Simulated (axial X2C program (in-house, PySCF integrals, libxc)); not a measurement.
**MoS⁻: properties at the nuclei**

Aim: properties at the nuclei of MoS⁻, with spin–orbit coupling in the Hamiltonian from the start.

Program: an in-house X2C program for linear molecules on PySCF integrals. Level of theory: two-component X2C with atomic mean-field terms, Mo dyall-acv3z, S dyall-av3z. These are calculated values, not measurements.

## Step 1: Set-up

File task.json:

```json
{
 "zs": [
  42,
  16
 ],
 "q": -1,
 "bas": [
  "dyall-acv3z",
  "dyall-av3z"
 ],
 "r0": 2.15,
 "levels": [
  "PBE0",
  "HF",
  "PBE50",
  "B3LYP",
  "PBE"
 ],
 "nst": 3
}
```

Keys: zs atomic numbers; q charge; bas basis sets; r0 starting distance in Å; levels methods (HF also brings MP2); nst determinants followed.

Launch:

```sh
> python soeom.py task.json out
```

The runs that follow: Expectation values, lowest determinant; Expectation values, a higher determinant; Expectation values, a higher determinant.

Q: Predict the outcome of this session. Wanted: lowest determinant; Eeff magnitude; Ws magnitude Mo; A∥/gI Mo; qzz Mo; higher determinant (for each run or level that gives them).

**Answer**, as computed:

```
                                        quantity                                                        value
                              lowest determinant                      Ω = 5/2 (excess of +ω over −ω: ω = 5/2)
                    Eeff magnitude (GV/cm), PBE0                                                         1.41
                     Ws magnitude Mo (kHz), PBE0                                                        0.357
                            A∥/gI Mo (MHz), PBE0                                                          395
                             qzz Mo (a.u.), PBE0                                                         0.39
                              higher determinant  Ω = 1/2 (excess of +ω over −ω: ω = -1/2, ω = -3/2, ω = 5/2)
Eeff magnitude (GV/cm), PBE0, higher determinant                                                         3.11
 Ws magnitude Mo (kHz), PBE0, higher determinant                                                         2.83
        A∥/gI Mo (MHz), PBE0, higher determinant                                                         -419
         qzz Mo (a.u.), PBE0, higher determinant                                                        -0.33
                              higher determinant   Ω = 3/2 (excess of +ω over −ω: ω = 1/2, ω = -3/2, ω = 5/2)
Eeff magnitude (GV/cm), PBE0, higher determinant                                                         1.02
 Ws magnitude Mo (kHz), PBE0, higher determinant                                                        0.471
        A∥/gI Mo (MHz), PBE0, higher determinant                                                          622
         qzz Mo (a.u.), PBE0, higher determinant                                                        -2.17
```

What this shows: In the first state, the effective field runs from 1.17 to 2.29 GV/cm over the mean-field levels. The expectation values come from single determinants, which for open shells can mix terms of unlike spin or miss the lowest Ω, so a determinant need not be a state. Eeff is the effective electric field on the electron dipole moment in this Ω state and Ws the scalar–pseudoscalar constant (defined with the proton number Z and per Ω); A∥ is the parallel hyperfine constant, which follows by multiplying with the nuclear g factor gI = μI/(I μN); qzz is the electric field gradient, eQq0 = 234.96 MHz × Q/barn × qzz. The operators were transformed with the bare-nucleus X2C matrices.
